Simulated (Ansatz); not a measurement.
# W3O, space group Pm-3n: a band structure

Computed with the Ansatz DFT code, driven from Python.

`bands_w3o.py`
```python
import json
import logging
import sys

import ansatz
from ase import Atoms
import numpy as np

logging.basicConfig(stream=sys.stdout, format="%(name)s: %(message)s")
log = logging.getLogger("ansatz_job")
log.setLevel(logging.INFO)

atoms = Atoms(
    ["W", "W", "W", "W", "W", "W", "O", "O"],
    scaled_positions=[
        (0.5, 0.75, 0.0),
        (0.0, 0.5, 0.75),
        (0.25, 0.0, 0.5),
        (0.5, 0.25, 0.0),
        (0.0, 0.5, 0.25),
        (0.75, 0.0, 0.5),
        (0.5, 0.5, 0.5),
        (0.0, 0.0, 0.0),
    ],
    cell=[
        (4.980141, 0.0, 0.0),
        (0.0, 4.980141, 0.0),
        (0.0, 0.0, 4.980141),
    ],
    pbc=True,
)
crystal = ansatz.Crystal.from_ase(atoms)

path = [
    ("G", (0.0, 0.0, 0.0)),
    ("X", (0.0, 0.5, 0.0)),
    ("M", (0.5, 0.5, 0.0)),
    ("G", (0.0, 0.0, 0.0)),
    ("R", (0.5, 0.5, 0.5)),
    ("X", (0.0, 0.5, 0.0)),
]
model = (
    crystal.calculation()
    .functional("mr2scan")
    .pseudopotentials("nc")
    .kpoints(spacing=0.38)
    .occupations("Fermi-Dirac")
    .initial_density(normalization="atom")
    .scf(max_iterations=100)
    .band_structure([point for _, point in path], intervals=10)
    .scf(extra_bands=10)
)
def show(event):
    row = event["data"]
    if event["event"] == "scf_iter" and row.get("harris_foulkes_ev") is not None:
        log.info(f"  iteration {row['iter']:3d}  Harris-Foulkes {row['harris_foulkes_ev']:.5f} eV  residual {row['dr2_ev']:.2e}")


done = model.session().plan().execute(on_event=show)
data = done.report

n_atoms = len(data["lattice"]["sites"])
print("F =", round(data["free_energy_ev"], 4), "eV for", n_atoms, "atoms")
print("E(sigma -> 0) =", round(data["energy_sigma0_ev"], 4), "eV, TS =", round(data["entropy_ts_ev"], 5), "eV")
print("closed by", data["closed_by"], "after", data["n_iterations"], "iterations")

keep = ["free_energy_ev", "energy_sigma0_ev", "fermi_energy_ev", "n_iterations", "converged", "magnetization_mub", "n_kpoints"]
with open("w3o.json", "w") as handle:
    json.dump({key: data[key] for key in keep}, handle, indent=1)

bands = done.band_structure()
fermi = bands.fermi_energy_ev
for spin, channel in enumerate(bands.channels):
    levels = channel.eigenvalues_ev - fermi
    crossing = [b for b in range(levels.shape[1]) if levels[:, b].min() < 0 < levels[:, b].max()]
    print(f"channel {spin}: bands that cross the Fermi level on this path:", [b + 1 for b in crossing] or "none")
    shown = crossing or sorted(np.argsort(np.abs(levels).min(axis=0))[:2])
    for k, row in zip(bands.kpoints_frac, levels[:, shown]):
        print(f"{k[0]:7.3f} {k[1]:7.3f} {k[2]:7.3f}  ", " ".join(f"{e:8.3f}" for e in row))
```

```console
$ python bands_w3o.py
DeckWarning: basis.ecutwfc = 1290 eV, auto-derived from the records' recommended cutoffs: set by O (normal level)
DeckWarning: hamiltonian.xc reads the kinetic-energy density τ on the library's norm-conserving files, and those of W were made for PBE
ansatz_job:   iteration   1  Harris-Foulkes -13490.53861 eV  residual 5.33e+00
ansatz_job:   iteration   2  Harris-Foulkes -13490.19537 eV  residual 1.42e+00
ansatz_job:   iteration   3  Harris-Foulkes -13490.20450 eV  residual 5.30e-01
ansatz_job:   iteration   4  Harris-Foulkes -13490.23273 eV  residual 1.67e-02
ansatz_job:   iteration   5  Harris-Foulkes -13490.23532 eV  residual 2.31e-03
ansatz_job:   iteration   6  Harris-Foulkes -13490.23515 eV  residual 5.29e-05
ansatz_job:   iteration   7  Harris-Foulkes -13490.23481 eV  residual 1.59e-06
ansatz_job:   iteration   8  Harris-Foulkes -13490.23481 eV  residual 6.56e-08
ansatz_job:   iteration   9  Harris-Foulkes -13490.23481 eV  residual 2.69e-09
F = -13490.2348 eV for 8 atoms
E(sigma -> 0) = -13490.1146 eV, TS = 0.24039 eV
closed by deck_thresholds after 9 iterations
channel 0: bands that cross the Fermi level on this path: [47, 48, 49, 50, 51, 52]
  0.000   0.000   0.000      0.166    0.166    0.166    1.260    1.260    1.260
  0.000   0.050   0.000      0.136    0.174    0.174    1.261    1.272    1.272
  0.000   0.100   0.000      0.058    0.198    0.198    1.267    1.309    1.309
  0.000   0.150   0.000     -0.042    0.229    0.229    1.281    1.364    1.364
  0.000   0.200   0.000     -0.126    0.261    0.261    1.302    1.420    1.420
  0.000   0.250   0.000     -0.163    0.293    0.293    1.321    1.447    1.447
  0.000   0.300   0.000     -0.143    0.326    0.326    1.311    1.417    1.417
  0.000   0.350   0.000     -0.073    0.364    0.364    1.223    1.329    1.329
  0.000   0.400   0.000      0.038    0.407    0.407    1.005    1.217    1.217
  0.000   0.450   0.000      0.190    0.446    0.446    0.691    1.122    1.122
  0.000   0.500   0.000      0.401    0.401    0.464    0.464    1.084    1.084
  0.050   0.500   0.000      0.321    0.360    0.479    0.526    1.072    1.074
  0.100   0.500   0.000      0.207    0.252    0.525    0.590    1.031    1.045
  0.150   0.500   0.000      0.085    0.108    0.597    0.630    0.953    0.993
  0.200   0.500   0.000     -0.045   -0.040    0.646    0.687    0.832    0.913
  0.250   0.500   0.000     -0.186   -0.158    0.640    0.669    0.788    0.794
  0.300   0.500   0.000     -0.305   -0.249    0.476    0.573    0.608    0.626
  0.350   0.500   0.000     -0.402   -0.275    0.272    0.329    0.416    0.543
  0.400   0.500   0.000     -0.479   -0.223    0.087    0.107    0.191    0.422
  0.450   0.500   0.000     -0.538   -0.139   -0.066   -0.041   -0.009    0.189
  0.500   0.500   0.000     -0.562   -0.140   -0.101   -0.087   -0.087   -0.069
  0.450   0.450   0.000     -0.577   -0.098   -0.070   -0.003    0.069    0.417
  0.400   0.400   0.000     -0.636   -0.097    0.160    0.283    0.403    0.973
  0.350   0.350   0.000     -0.580   -0.089    0.480    0.614    0.777    0.842
  0.300   0.300   0.000     -0.471   -0.069    0.682    0.790    0.987    1.138
  0.250   0.250   0.000     -0.341   -0.037    0.549    1.049    1.338    1.390
  0.200   0.200   0.000     -0.197    0.005    0.425    1.232    1.368    1.459
  0.150   0.150   0.000     -0.055    0.055    0.318    1.315    1.321    1.422
  0.100   0.100   0.000      0.063    0.108    0.236    1.279    1.323    1.348
  0.050   0.050   0.000      0.140    0.150    0.184    1.263    1.282    1.284
  0.000   0.000   0.000      0.166    0.166    0.166    1.260    1.260    1.260
  0.050   0.050   0.050      0.144    0.158    0.158    1.267    1.292    1.292
  0.100   0.100   0.100      0.084    0.135    0.135    1.317    1.329    1.329
  0.150   0.150   0.150     -0.004    0.097    0.097    1.248    1.248    1.449
  0.200   0.200   0.200     -0.085    0.036    0.036    0.989    0.989    1.645
  0.250   0.250   0.250     -0.094   -0.058   -0.058    0.612    0.612    1.318
  0.300   0.300   0.300     -0.198   -0.198    0.027    0.207    0.207    0.915
  0.350   0.350   0.350     -0.389   -0.163   -0.163   -0.096    0.219    0.510
  0.400   0.400   0.400     -0.593   -0.473   -0.473   -0.082    0.223    0.223
  0.450   0.450   0.450     -0.694   -0.694   -0.390   -0.160    0.183    0.183
  0.500   0.500   0.500     -0.765   -0.765   -0.167   -0.167    0.475    0.475
  0.450   0.500   0.450     -0.709   -0.709   -0.238   -0.238    0.190    0.190
  0.400   0.500   0.400     -0.560   -0.560   -0.383   -0.383    0.215    0.215
  0.350   0.500   0.350     -0.426   -0.426   -0.325   -0.325    0.371    0.371
  0.300   0.500   0.300     -0.436   -0.436   -0.061   -0.061    0.522    0.522
  0.250   0.500   0.250     -0.450   -0.450    0.221    0.221    0.548    0.548
  0.200   0.500   0.200     -0.276   -0.276    0.463    0.463    0.629    0.629
  0.150   0.500   0.150     -0.069   -0.069    0.560    0.560    0.811    0.811
  0.100   0.500   0.100      0.130    0.130    0.565    0.565    0.977    0.977
  0.050   0.500   0.050      0.298    0.298    0.523    0.523    1.061    1.061
  0.000   0.500   0.000      0.401    0.401    0.464    0.464    1.084    1.084
```
(Warnings from the package without file and line.)

It writes `w3o.json`:
```json
{
 "free_energy_ev": -13490.23481338366,
 "energy_sigma0_ev": -13490.114617925263,
 "fermi_energy_ev": 17.705823362807102,
 "n_iterations": 9,
 "converged": true,
 "magnetization_mub": 0.0,
 "n_kpoints": 10
}
```

These settings explore the input space; cutoff and mesh may be short of convergence. The run is spin-unpolarised. Such functionals run on norm-conserving files made under PBE, which can move pressures by some GPa. The computed bands are complete only to about 2.2 eV above the Fermi level. The mesh is modest for a metal, so energies can be off by several to tens of meV an atom and pressures by half a GPa or more; differences at equal mesh fare better. Spin-orbit coupling, which matters for elements this heavy, is left out. This cell is a computed structure, which may not be the phase found in nature. Gaps and levels are Kohn-Sham values on a finite set of k-points, without spin-orbit coupling. Wall time of the script: 42 s on 1 thread of Intel(R) Xeon(R) 6975P-C (Granite Rapids), on a shared host, peak memory 1.2 GiB.

(Lines on the test bed's own set-up are left out of the output.)
